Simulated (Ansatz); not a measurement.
# Na4SrCaSi2 (P-4m2) in Ansatz: further runs

The runs below take Na4SrCaSi2 through single point, equation of state, with PBEsol.

All numbers are computed with Ansatz 0.2.0; they aren't measurements. Logs are shortened: lines on timing, memory, paths and dates and some standing lists are left out, and cuts for length are marked.

### 1 Starting point

The structure is tetragonal, space group P-4m2 (No. 115). Conventional cell: a = 5.299 Å, b = 5.299 Å, c = 7.432 Å, α = 90.00°, β = 90.00°, γ = 90.00°. Sr (site symmetry -4m2) is surrounded by 10 Na at 3.27 to 3.75 Å and 4 Si at 3.27 Å. Ca (site symmetry -4m2) is surrounded by 4 Si at 3.20 Å and 4 Na at 3.21 Å. Around Si (site symmetry 2mm) lie 2 Ca at 3.20 Å and 5 Na at 3.20 to 3.61 Å and 2 Sr at 3.27 Å. Around Na (site symmetry -4m2) lie 4 Si at 3.20 Å and 4 Na at 3.21 Å. Na (site symmetry -4m2) has 4 Na at 3.27 Å and 4 Si at 3.27 Å and 2 Ca at 3.72 Å and 4 Sr at 3.75 Å as nearest neighbours. Na (site symmetry 2mm) has 2 Ca at 3.21 Å and 4 Na at 3.21 to 3.27 Å and 2 Sr at 3.27 Å and 1 Si at 3.61 Å as nearest neighbours.

The cell comes from a database or a generator and needn't be the stable form of this composition.

### 2 Single point, PBEsol, 24.52 Å³/atom (volume scaled by 0.94)

Contents of input.yaml:

```yaml
crystal:
  lattice:
    - [5.1909668709, 0.0, 0.0]
    - [0.0, 5.1909668709, 0.0]
    - [0.0, 0.0, 7.2799979208]
  atoms:
    - { symbol: Sr, position: [0.0, 0.0, 0.0] }
    - { symbol: Ca, position: [0.5, 0.5, 0.5] }
    - { symbol: Si, position: [0.0, 0.5, 0.257683] }
    - { symbol: Si, position: [0.5, 0.0, 0.742317] }
    - { symbol: Na, position: [0.0, 0.0, 0.5] }
    - { symbol: Na, position: [0.5, 0.5, 0.0] }
    - { symbol: Na, position: [0.0, 0.5, 0.743121] }
    - { symbol: Na, position: [0.5, 0.0, 0.256879] }
hamiltonian:
  xc: pbesol
  pseudopotentials: { kind: paw }
kpoints:
  mp_grid: { grid: [5, 5, 4] }
scf:
  occupations: { method: gaussian, width: 0.01 }
output:
  forces: true
  stress: true
  eigenvalues: true
```

Potentials or basis: Ansatz PAW.

Launch:

```
$ ansatz run input.yaml --threads 4 --pin off --max-ram 11264MiB --backend cpu --events-out ev --progress --plain --runs-dir out
```

Log:

```text
Warning: RAYON_NUM_THREADS=4 ignored (pool sized by the plan → 4); use --threads N
Engine: ansatz 0.2.0, x86_64-unknown-linux-gnu
Pseudopotentials: kind: paw
Pseudopotential: Sr, paw, valence charge 10, recommended cutoff 420 eV (normal), Sr.paw.azcp
Pseudopotential: Ca, paw, valence charge 10, recommended cutoff 420 eV (normal), Ca.paw.azcp
Pseudopotential: Si, paw, valence charge 4, recommended cutoff 420 eV (normal), Si.paw.azcp
Pseudopotential: Na, paw, valence charge 9, recommended cutoff 420 eV (normal), Na.paw.azcp
Functional definition: PBEsol
  exchange = pbesol_x
  correlation = pbesol_c
Crystal: 8 atoms, lattice volume = 196.168 Å³
Basis set: ecut = 420 eV, 3857 PW (Γ), exchange–correlation on 72×72×100 points (8 copies of the dense FFT grid, shifted against one another)
Bands: 40, of which v1, the nominal top of the filled ones, is band 32 counted from 1 (31 counted from 0)
Symmetry: 8 space group operations
Space group: P-4m2 (ITA 115), of the structure as read, at distance tolerance 5.8e-5 Å
k-points: 18 of 100 (time reversal used)
Non-local potential: Sr, projectors of the file, l = 0: 3, l = 1: 2, l = 2: 2
Non-local potential: Ca, projectors of the file, l = 0: 3, l = 1: 2, l = 2: 2
Non-local potential: Si, projectors of the file, l = 0: 2, l = 1: 2, l = 2: 2
Non-local potential: Na, projectors of the file, l = 0: 3, l = 1: 2, l = 2: 1
PAW form: soft (Blöchl's): semilocal exchange-correlation on the pseudo side does not see the compensation charge
PAW frozen core: Sr, regenerated for the run's functional, and the local potential with it (the file was generated under x = pbe(κ = 0.804, μ = 0.2195149727645171), c = pbe(β = 0.06672455060314922))
PAW frozen core: Ca, regenerated for the run's functional, and the local potential with it (the file was generated under x = pbe(κ = 0.804, μ = 0.2195149727645171), c = pbe(β = 0.06672455060314922))
PAW frozen core: Si, regenerated for the run's functional, and the local potential with it (the file was generated under x = pbe(κ = 0.804, μ = 0.2195149727645171), c = pbe(β = 0.06672455060314922))
PAW frozen core: Na, regenerated for the run's functional, and the local potential with it (the file was generated under x = pbe(κ = 0.804, μ = 0.2195149727645171), c = pbe(β = 0.06672455060314922))
PAW one-centre angular grid: Sr, 110 points (default); XC on 64 Gauss nodes
PAW one-centre angular grid: Ca, 110 points (default); XC on 64 Gauss nodes
PAW one-centre angular grid: Si, 110 points (default); XC on 64 Gauss nodes
PAW one-centre angular grid: Na, 110 points (default); XC on 64 Gauss nodes
Initial density: superposition of atomic densities (neutral atoms: chi_scale 0, normalization atom), corrected by the library's trained network
Initial wavefunctions: pseudopotential atomic-orbital guess
Functional: x = pbesol(κ = 0.804, μ = 0.12345679012345678), c = pbesol(β = 0.046)
SCF iter   1: F=—  HF=-12432.982448 eV  |F-HF|=—  |Δ(HF+E_count)|=         —  Δρ=3.13e-3  dr2=3.08e-2  ethr=1.77e-3  ⟨swp⟩=9.1  Hψ=3804  notcnv=0
preconditioner: auto → Resta (q_TF=auto, 2.264 Å⁻¹)  ε∞=6.0  [insulator: Δε(μ)=0.117 eV  Ē_g=4.756 eV  σ=0.010 eV  W_gap=1.00  n_scr=36 (ndim 8)  ℏωp=10.6 eV  f_vac=0.000  D(μ)=0.00/eV (n_scr^D=0)  ε∞_Penn≈6.0]
SCF iter   2: F=—  HF=-12432.975572 eV  |F-HF|=—  |Δ(HF+E_count)|=   6.88e-3  Δρ=1.31e-3  dr2=6.43e-3  ethr=4.81e-5  ⟨swp⟩=3.6  Hψ=1520  notcnv=0  defer=43
SCF iter   3: F=—  HF=-12432.974280 eV  |F-HF|=—  |Δ(HF+E_count)|=   1.29e-3  Δρ=3.23e-4  dr2=4.00e-4  ethr=1.00e-5  ⟨swp⟩=3.0  Hψ=991  notcnv=0  defer=26
automatic band count: iteration 3 solves 39 bands in place of 40: the levels show a gap, and the empty bands left out lie too high to hold charge; the band table lists the bands solved (type scf.n_extra_bands for more)
SCF iter   4: F=—  HF=-12432.974257 eV  |F-HF|=—  |Δ(HF+E_count)|=   2.24e-5  Δρ=1.36e-4  dr2=4.98e-5  ethr=6.25e-7  ⟨swp⟩=2.0  Hψ=761  notcnv=0  defer=26
SCF iter   5: F=—  HF=-12432.974087 eV  |F-HF|=—  |Δ(HF+E_count)|=   1.70e-4  Δρ=3.99e-5  dr2=3.22e-6  ethr=7.78e-8  ⟨swp⟩=2.0  Hψ=981  notcnv=0  defer=26
SCF iter   6: F=—  HF=-12432.974087 eV  |F-HF|=—  |Δ(HF+E_count)|=   7.82e-7  Δρ=1.06e-5  dr2=5.20e-7  ethr=5.03e-9  ⟨swp⟩=2.0  Hψ=1216  notcnv=0  defer=26
SCF iter   7: F=-12432.974086 eV  HF=-12432.974086 eV  |F-HF|=1.57e-8  |Δ(HF+E_count)|=   1.46e-7  Δρ=2.88e-6  dr2=2.58e-8  ethr=1.56e-10  ⟨swp⟩=9.8  Hψ=2748  notcnv=0
SCF 1 converged in 7 iterations: F = -12432.974086 eV  dr2 = 2.58e-8
SCF converged after 7 iterations
Free energy (F): -12432.974086 eV
Harris-Foulkes:  -12432.974086 eV  (|F-HF|=1.57e-8)
Internal energy: -12432.974086 eV  (E = F + TS)
E sigma→0 (E₀):  -12432.974086 eV
Fermi energy:    5.228199 eV
--- Per-component energies (eV) ---
  E_band       = -1077.785928
  E_kinetic    = 1084.071778
  E_local      = -6773.219587  (includes V_loc(G=0)·N_el)
  E_nonlocal   = 783.734839
  E_hartree    = 2357.827384
  E_xc         = -568.777486
  E_vxc        = -622.032802  (∫ρ·V_xc dr)
  E_paw        = -5491.963285  (= ΣΔE_a)
  E_vpaw       = -265.996260  (= ΣTr[D̂ρ^β])
  E_aug_tail   = -0.000107  (compensation charges beyond the density's cutoff)
  E_ewald      = -3825.182660
  E_core_change = 0.535038  (= ΣΔE_core)
  E_smearing   = -0.000000  (= −TS)
  E_closure    = -0.000000  (closes the sum)
  Σ components = -12432.974086   (vs F -12432.974086, Δ=0.00e0)
--- Forces (eV/Å), atoms counted from 1 ---
  atom   1  Sr    -0.00000000     0.00000000     0.00000000
  atom   2  Ca    -0.00000000     0.00000000     0.00000000
  atom   3  Si     0.00000000    -0.00000000     0.03435582
  atom   4  Si     0.00000000     0.00000000    -0.03435582
  atom   5  Na     0.00000000     0.00000000    -0.00000000
  atom   6  Na     0.00000000    -0.00000000    -0.00000000
  atom   7  Na     0.00000000     0.00000000    -0.09592218
  atom   8  Na     0.00000000     0.00000000     0.09592218
  max |Σ_I F_I| component: 3.26e-16 eV/Å
--- Stress (GPa, compression-positive) ---
        0.771806       0.000000       0.000000
        0.000000       0.771806      -0.000000
        0.000000      -0.000000       0.907544
  P = ⅓ Tr σ = 0.8171 GPa (8.171 kbar)
--- Band table (eV; the first three rows and the last of 18) ---
  k-point 0: bands = ["-47.2850", "-47.2849", "-46.1747", "-45.9986", "-35.4703", "-29.7861", "-19.3866", "-19.3866", "-19.3791", "-19.3791", "-19.3780", "-19.3770", "-18.2740", "-18.2740", "-18.2681", "-18.1078", "-18.0932", "-18.0932", "-16.5962", "-16.5828", "-16.5828", "-11.9024", "-11.8877", "-11.8877", "-1.4870", "-0.5501", "3.0778", "4.8885", "4.8885", "4.9931", "4.9966", "4.9966", "5.3101", "6.0219", "7.0416", "7.8386", "7.8824", "8.7161", "8.7161"]
  k-point 1: bands = ["-47.2850", "-47.2850", "-46.1747", "-45.9986", "-35.4703", "-29.7862", "-19.3866", "-19.3866", "-19.3792", "-19.3792", "-19.3779", "-19.3771", "-18.2740", "-18.2740", "-18.2678", "-18.1076", "-18.0932", "-18.0932", "-16.5966", "-16.5828", "-16.5828", "-11.9032", "-11.8877", "-11.8877", "-1.3673", "-0.7073", "3.1930", "4.3263", "4.8366", "4.8366", "5.0316", "5.0316", "5.6337", "6.8795", "7.3441", "7.4418", "7.9518", "8.7678", "8.8729"]
  k-point 2: bands = ["-47.2850", "-47.2850", "-46.1747", "-45.9986", "-35.4703", "-29.7862", "-19.3865", "-19.3865", "-19.3793", "-19.3793", "-19.3776", "-19.3774", "-18.2740", "-18.2740", "-18.2675", "-18.1075", "-18.0932", "-18.0932", "-16.5970", "-16.5828", "-16.5828", "-11.9041", "-11.8877", "-11.8877", "-1.0807", "-1.0309", "3.5979", "3.6105", "4.7997", "4.7997", "5.0517", "5.0517", "6.3977", "6.4016", "8.0540", "8.1710", "8.3217", "8.4510", "8.5643"]
  k-point 17: bands = ["-47.2850", "-47.2850", "-46.1747", "-45.9986", "-35.4702", "-29.7856", "-19.3865", "-19.3854", "-19.3797", "-19.3797", "-19.3794", "-19.3779", "-18.2749", "-18.2748", "-18.2666", "-18.1064", "-18.0943", "-18.0941", "-16.5936", "-16.5875", "-16.5873", "-11.9077", "-11.9073", "-11.8953", "-0.6102", "-0.5982", "3.4860", "3.5234", "3.8135", "3.8663", "4.6684", "4.7435", "6.4476", "6.4764", "7.8191", "7.8349", "7.9950", "8.2713", "8.6785"]
```

Run time: 6.8 s. Hardware: 4 threads of Intel Xeon at 2.70GHz, shared host; peak memory 0.55 GiB.

Results:

```
Free energy            : -12432.9741 eV
Pressure               : 0.8 GPa
Largest force          : 0.096 eV/Å
Band gap on the k mesh : 0.16 eV, indirect (least direct gap 0.31 eV)
```

Caveat: odd divisions of the mesh miss points on the zone boundary, where band edges often lie, so the gap on the mesh can be too wide; the PAW data sets come from PBE, with cores solved anew for the run's functional, which leaves a small shift of forces and pressure.

### 3 Single point, PBEsol, 25.04 Å³/atom (volume scaled by 0.96)

Changes to input.yaml since step 2:

```diff
@@ -2,5 +2,5 @@
   lattice:
-    - [5.1909668709, 0.0, 0.0]
-    - [0.0, 5.1909668709, 0.0]
-    - [0.0, 0.0, 7.2799979208]
+    - [5.2275241801, 0.0, 0.0]
+    - [0.0, 5.2275241801, 0.0]
+    - [0.0, 0.0, 7.331267201]
   atoms:
@@ -25 +25,5 @@
   eigenvalues: true
+  write_density: true
+  write_potential: true
+  elf: true
+  volumetric_format: npy
```

Potentials or basis: Ansatz PAW.

Launch:

```
$ ansatz run input.yaml --threads 4 --pin off --max-ram 11264MiB --backend cpu --events-out ev --progress --plain --runs-dir out
```

Run time: 8.2 s. Hardware: 4 threads of Intel Xeon at 2.70GHz, shared host; peak memory 0.55 GiB.

It converged, with:

```yaml
Free_energy: -12432.9871 eV
Pressure: 0.2 GPa
Largest_force: 0.098 eV/Å
Band_gap_on_the_k_mesh: 0.15 eV, indirect (least direct gap 0.29 eV)
```

Caveat: odd divisions of the mesh miss points on the zone boundary, where band edges often lie, so the gap on the mesh can be too wide; the PAW data sets come from PBE, with cores solved anew for the run's functional, which leaves a small shift of forces and pressure.

### 4 Single point, PBEsol, 25.56 Å³/atom (volume scaled by 0.98)

Changes to input.yaml since step 3:

```diff
@@ -2,5 +2,5 @@
   lattice:
-    - [5.2275241801, 0.0, 0.0]
-    - [0.0, 5.2275241801, 0.0]
-    - [0.0, 0.0, 7.331267201]
+    - [5.2635772103, 0.0, 0.0]
+    - [0.0, 5.2635772103, 0.0]
+    - [0.0, 0.0, 7.3818292622]
   atoms:
@@ -25,5 +25 @@
   eigenvalues: true
-  write_density: true
-  write_potential: true
-  elf: true
-  volumetric_format: npy
```

Launch:

```
$ ansatz run input.yaml --threads 4 --pin off --max-ram 11264MiB --backend cpu --events-out ev --progress --plain --runs-dir out
```

Wall time 5.7 s (4 threads of Intel Xeon at 2.70GHz, shared host); peak memory 0.55 GiB.

Results (log left out):

| Item | Value |
| --- | --- |
| Free energy | -12432.9847 eV |
| Pressure | -0.4 GPa |
| Largest force | 0.100 eV/Å |
| Band gap on the k mesh | 0.13 eV, indirect (least direct gap 0.27 eV) |

Caveat: odd divisions of the mesh miss points on the zone boundary, where band edges often lie, so the gap on the mesh can be too wide; the PAW data sets come from PBE, with cores solved anew for the run's functional, which leaves a small shift of forces and pressure.

### 5 Single point, PBEsol, 26.09 Å³/atom

Changes to input.yaml since step 4:

```diff
@@ -2,5 +2,5 @@
   lattice:
-    - [5.2635772103, 0.0, 0.0]
-    - [0.0, 5.2635772103, 0.0]
-    - [0.0, 0.0, 7.3818292622]
+    - [5.299143, 0.0, 0.0]
+    - [0.0, 5.299143, 0.0]
+    - [0.0, 0.0, 7.431708]
   atoms:
@@ -25 +25,5 @@
   eigenvalues: true
+  write_density: true
+  write_potential: true
+  elf: true
+  volumetric_format: npy
```

Launch:

```
$ ansatz run input.yaml --threads 4 --pin off --max-ram 11264MiB --backend cpu --events-out ev --progress --plain --runs-dir out
```

Wall time 7 s (4 threads of Intel Xeon at 2.70GHz, shared host); peak memory 0.56 GiB.

The run converged. Its results:

```
Free energy            : -12432.9684 eV
Pressure               : -0.9 GPa
Largest force          : 0.102 eV/Å
Band gap on the k mesh : 0.12 eV, indirect (least direct gap 0.24 eV)
```

Caveat: odd divisions of the mesh miss points on the zone boundary, where band edges often lie, so the gap on the mesh can be too wide; the PAW data sets come from PBE, with cores solved anew for the run's functional, which leaves a small shift of forces and pressure.

### 6 Single point, PBEsol, 26.61 Å³/atom (volume scaled by 1.02)

Changes to input.yaml since step 5:

```diff
@@ -2,5 +2,5 @@
   lattice:
-    - [5.299143, 0.0, 0.0]
-    - [0.0, 5.299143, 0.0]
-    - [0.0, 0.0, 7.431708]
+    - [5.334237685, 0.0, 0.0]
+    - [0.0, 5.334237685, 0.0]
+    - [0.0, 0.0, 7.4809260436]
   atoms:
@@ -25,5 +25 @@
   eigenvalues: true
-  write_density: true
-  write_potential: true
-  elf: true
-  volumetric_format: npy
```

Potentials or basis: Ansatz PAW.

Launch:

```
$ ansatz run input.yaml --threads 4 --pin off --max-ram 11264MiB --backend cpu --events-out ev --progress --plain --runs-dir out
```

Run time: 5 s. Hardware: 4 threads of Intel Xeon at 2.70GHz, shared host; peak memory 0.56 GiB.

It converged, with:

* Free energy: -12432.9396 eV
* Pressure: -1.3 GPa
* Largest force: 0.103 eV/Å
* Band gap on the k mesh: 0.10 eV, indirect (least direct gap 0.22 eV)

Caveat: odd divisions of the mesh miss points on the zone boundary, where band edges often lie, so the gap on the mesh can be too wide; the PAW data sets come from PBE, with cores solved anew for the run's functional, which leaves a small shift of forces and pressure.

### 7 Single point, PBEsol, 27.13 Å³/atom (volume scaled by 1.04)

Changes to input.yaml since step 6:

```diff
@@ -2,5 +2,5 @@
   lattice:
-    - [5.334237685, 0.0, 0.0]
-    - [0.0, 5.334237685, 0.0]
-    - [0.0, 0.0, 7.4809260436]
+    - [5.3688765626, 0.0, 0.0]
+    - [0.0, 5.3688765626, 0.0]
+    - [0.0, 0.0, 7.5295048466]
   atoms:
```

Launch:

```
$ ansatz run input.yaml --threads 4 --pin off --max-ram 11264MiB --backend cpu --events-out ev --progress --plain --runs-dir out
```

It took 6.5 s on 4 threads of Intel Xeon at 2.70GHz, shared host; peak memory 0.57 GiB.

Results (log left out):

- Free energy: -12432.8996 eV
- Pressure: -1.7 GPa
- Largest force: 0.105 eV/Å
- Band gap on the k mesh: 0.09 eV, indirect (least direct gap 0.20 eV)

Caveat: odd divisions of the mesh miss points on the zone boundary, where band edges often lie, so the gap on the mesh can be too wide; the PAW data sets come from PBE, with cores solved anew for the run's functional, which leaves a small shift of forces and pressure.

### 8 Single point, PBEsol, 27.65 Å³/atom (volume scaled by 1.06)

Changes to input.yaml since step 7:

```diff
@@ -2,5 +2,5 @@
   lattice:
-    - [5.3688765626, 0.0, 0.0]
-    - [0.0, 5.3688765626, 0.0]
-    - [0.0, 0.0, 7.5295048466]
+    - [5.4030741506, 0.0, 0.0]
+    - [0.0, 5.4030741506, 0.0]
+    - [0.0, 0.0, 7.5774647693]
   atoms:
```

Launch:

```
$ ansatz run input.yaml --threads 4 --pin off --max-ram 11264MiB --backend cpu --events-out ev --progress --plain --runs-dir out
```

It took 6.3 s on 4 threads of Intel Xeon at 2.70GHz, shared host; peak memory 0.58 GiB.

It converged, with:

```
Free energy            : -12432.8494 eV
Pressure               : -2.1 GPa
Largest force          : 0.106 eV/Å
Band gap on the k mesh : 0.08 eV, indirect (least direct gap 0.18 eV)
```

Caveat: odd divisions of the mesh miss points on the zone boundary, where band edges often lie, so the gap on the mesh can be too wide; the PAW data sets come from PBE, with cores solved anew for the run's functional, which leaves a small shift of forces and pressure.

### 9 Equation of state, PBEsol

Potentials or basis: Ansatz PAW.

This step only gathers the single runs of the series.

Results:

```
Equilibrium volume                        : 25.22 Å³/atom
Bulk modulus at fixed shape and positions : 28 GPa
Pressure derivative of the bulk modulus   : 4.1
```

Energy against volume, from the lowest point:
| volume (Å³/atom) | energy (meV/atom) |
| --- | --- |
| 24.521 | 1.63 |
| 25.043 | 0.00 |
| 25.564 | 0.30 |
| 26.086 | 2.34 |
| 26.608 | 5.94 |
| 27.130 | 10.94 |
| 27.651 | 17.21 |

Caveat: the cell was scaled at fixed shape and fractional positions, which overstates the stiffness of a crystal with free parameters, most of all of layers and chains.
